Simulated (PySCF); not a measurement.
# 1,2-BN Cyclohexene (C4H10BN): electronic excitations

Aim: predict the electronic excitations of 1,2-BN Cyclohexene (C4H10BN) (`B1CCCCN1`).

The runs use PySCF 2.14.0, with density-fitted response routines of our own; the level of theory stands in each step. All values are computed, except where a source is named. Atoms count from 0, in the outputs and in this text.

### Step 1. The molecule as given

16 atoms, charge 0, multiplicity 1; geometry from: GFN2-xTB.

Bonds of the start (Å): B0–C1 1.59, C1–C2 1.53, C2–C3 1.53, C3–C4 1.53, C4–N5 1.45, N5–B0 1.38, B0–H6 1.17, C1–H7 1.09, C1–H8 1.09, C2–H9 1.09, C2–H10 1.09, C3–H11 1.09, C3–H12 1.09, C4–H13 1.10, C4–H14 1.10, N5–H15 1.01.

### Step 2. Excited states and response: PBE0/def2-SVPD

The job: settings as JSON, then the geometry in Å.

```
{"job": {"kind": "uv", "xc": "PBE0", "basis": "def2-SVPD", "nstates": 8, "ntriplets": 3}, "charge": 0, "multiplicity": 1}
B      0.830238     1.070603     0.862587
C      1.522041    -0.080226     0.011794
C      0.524017    -1.154102    -0.427092
C     -0.752810    -0.493186    -0.937493
C     -1.457853     0.248294     0.194793
N     -0.546142     1.148611     0.875412
H      1.449214     1.867208     1.463371
H      2.342029    -0.547109     0.561662
H      1.979002     0.363368    -0.878385
H      0.277379    -1.794380     0.423192
H      0.951637    -1.788830    -1.207794
H     -0.497161     0.218145    -1.725441
H     -1.434903    -1.236585    -1.355068
H     -1.863129    -0.479680     0.913208
H     -2.302552     0.820455    -0.208188
H     -1.028605     1.846357     1.422030
```

Level: TDDFT PBE0/def2-SVPD, vertical, gas phase, core orbitals frozen in the response.

Predict these results of the whole session: lowest singlet (PBE0/def2-SVPD); brightest single state of those computed; lowest triplet.

The runs gave:

| quantity | value |
| --- | --- |
| lowest singlet (PBE0/def2-SVPD) | 6.80 eV (182 nm), f = 0.010 |
| brightest single state of those computed | state 3, 7.37 eV, f = 0.143 |
| lowest triplet | 5.75 eV |

**Reading.** The lowest singlet, at 6.80 eV, is HOMO→LUMO 0.88 and is weak; of the 8 states computed, the strongest absorption comes from state 3 at 7.37 eV. The lowest triplet lies 1.04 eV below the lowest singlet (triplets in Tamm-Dancoff, singlets in full TDDFT).
